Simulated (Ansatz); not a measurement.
# InAs (zincblende type): the cost of one run

Method: DFT PBEsol, with the methods named in each step, in Ansatz 0.2.0.

### Step 1. The starting structure

Symmetry: F-43m, No. 216, cubic system. Conventional cell: a = 6.088 Å, b = 6.088 Å, c = 6.088 Å, α = 90.00°, β = 90.00°, γ = 90.00°. Around In (site symmetry -43m) lie 4 As at 2.64 Å. As (site symmetry -43m) is surrounded by 4 In at 2.64 Å.

Structure file:

```
CELL_PARAMETERS angstrom
0.00000 3.04375 3.04375
3.04375 0.00000 3.04375
3.04375 3.04375 0.00000
ATOMIC_POSITIONS crystal
In 0.00000 0.00000 0.00000
As 0.25000 0.25000 0.25000
```

Whether this phase is the stable one at these pressures isn't tested.

Atoms are numbered in the order of the input: In1, As2.

### Step 2. The reference volume, LAPW

The input, input.yaml:

```yaml
crystal:
  lattice:
    - [0.0, 3.0437501468, 3.0437501468]
    - [3.0437501468, 0.0, 3.0437501468]
    - [3.0437501468, 3.0437501468, 0.0]
  atoms:
    - { symbol: In, position: [0.0, 0.0, 0.0] }
    - { symbol: As, position: [0.25, 0.25, 0.25] }
kpoints:
  mp_grid: { grid: [11, 11, 11] }
  band_path:
    path:
      - [0.0, 0.0, 0.0]
      - [-0.5, -0.5, 0.0]
      - [-0.375, -0.375, 0.25]
      - [-0.375, 0.0, 0.375]
      - [0.0, 0.0, 0.0]
      - [0.0, 0.0, 0.5]
      - [-0.5, -0.25, 0.25]
      - [-0.5, -0.5, 0.0]
    npoints: 14
scf:
  occupations: { method: fermi_dirac, width: 0.08 }
hamiltonian:
  xc: pbesol
  pseudopotentials: { kind: all_electron, lapw: { basis_error: 0.001 } }
output:
  forces: true
  stress: true
  eigenvalues: true
  populations: true
  dos: { projected: true, de: 0.2, e_range: [-14, 8] }
```

Launch:

```sh
$ ansatz run input.yaml --threads 1 --pin off --max-ram 2048MiB --backend cpu --events-out ev --progress --plain --runs-dir out
```

Q: Estimate wall time and peak memory on 1 thread of Intel Xeon at 2.50GHz (Skylake/Cascade Lake), shared host.

About 80 s, with a peak of 0.39 GiB.
